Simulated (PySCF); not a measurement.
**CH₆GeO₂Si: geometry, electronic excitations**

Aim: predict the electronic excitations of CH₆GeO₂Si (`O=[CH][GeH2][O][SiH3]`).

Programs: PySCF 2.14.0, with density-fitted response routines of our own. Each step states its level of theory. These are calculated values for one molecule in the gas phase, unless marked as measured. Atoms count from 0, in the outputs and in this text.

### Step 1. The starting structure

11 atoms, charge 0, multiplicity 1; geometry from: GFN2-xTB. The atoms were then displaced at random by about 0.01 Å, so the start is not that level's minimum.

Bonds of the start (Å): O0–C1 1.16, C1–Ge2 2.01, Ge2–O3 1.79, O3–Si4 1.60, C1–H5 1.11, Ge2–H6 1.51, Ge2–H7 1.51, Si4–H8 1.49, Si4–H9 1.46, Si4–H10 1.45.

### Step 2. Optimising the geometry at PBE0-D3(BJ)/def2-SVP

What the job is given:

```
{"job": {"xc": "PBE0", "basis": "def2-SVP", "d3": "d3bj", "grid": 1, "shake": 0.01, "kind": "geom"}, "charge": 0, "multiplicity": 1}
O     -2.882120     0.580010     0.826070
C     -1.982040    -0.145150     0.940380
Ge    -0.860030    -0.809740    -0.589950
O      0.827790    -0.433620    -0.112700
Si     1.889930     0.703200     0.253330
H     -1.655390    -0.474400     1.948120
H     -0.753430    -2.311690    -0.728630
H     -1.092000    -0.112730    -1.904620
H      1.400690     1.486220     1.428970
H      3.070290    -0.087630     0.594490
H      2.074410     1.579700    -0.886210
```

Run with:

```
$ OMP_NUM_THREADS=1 python probes_run.py task.json out
```

One launch serves the whole session: the jobs run in the order shown.

**Question.** This job is followed by: TDDFT PBE0/def2-TZVPD, vertical, gas phase, core orbitals frozen in the response. Predict these results of the whole session: point group; rotational constants (main isotopes); lowest singlet (PBE0/def2-TZVPD); brightest single state of those computed; lowest triplet.

The runs gave:

```
                                quantity                        value
                             point group                           C1
    rotational constants (main isotopes)         5.89, 1.21, 1.06 GHz
        lowest singlet (PBE0/def2-TZVPD)  3.25 eV (382 nm), f = 0.001
brightest single state of those computed  state 6, 6.57 eV, f = 0.115
                          lowest triplet                      2.55 eV
```

Relaxing lowered the energy by 0.332 eV in 16 steps; the close pair that moved most is O3–Si4, from 1.598 to 1.657 Å. The lowest singlet, at 3.25 eV, is HOMO→LUMO 0.97 and is dark; of the 10 states computed, the strongest absorption comes from state 6 at 6.57 eV. The lowest triplet lies 0.70 eV below the lowest singlet (triplets in Tamm-Dancoff, singlets in full TDDFT).
